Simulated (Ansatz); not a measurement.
Ti3Se:

```
Se Ti
1.0
     3.19745    0.00000    0.00000
    -1.59872    2.76907    0.00000
     0.00000    0.00000    7.94275
Se Ti
1 3
Direct
  0.00000 0.00000 0.00000
  0.66667 0.33333 0.50000
  0.33333 0.66667 0.77290
  0.33333 0.66667 0.22710
```

The cell comes from a database or a generator and needn't be the stable form of this composition.

Base run:

| Property | Result |
| --- | --- |
| Program | Ansatz 0.2.0 |
| Functional | PBEsol |
| Potentials or basis | Ansatz PAW |
| Cutoff | 420 eV (not typed: the program's choice for these potentials) |
| k mesh | 10 × 10 × 4 |
| Occupations | fermi-dirac, width 0.05 eV |
| Spin | no spin polarisation |
| Hubbard terms | Ti d U = 6 eV |

Its results: band gap on the k mesh none (metal or under the smearing width); pressure 10.0 GPa; largest force 0.340 eV/Å.

Task: The run is repeated on the same cell with these changes: hubbard terms from Ti d U = 6 eV to Ti d U = 2 eV. What comes out?

Result: Band gap on the k mesh none (metal or under the smearing width); pressure -2.2 GPa; largest force 0.077 eV/Å.

Caveats: U without spin polarisation on a metal has little footing; the PAW data sets come from PBE, with cores solved anew for the run's functional, which leaves a small shift of forces and pressure.
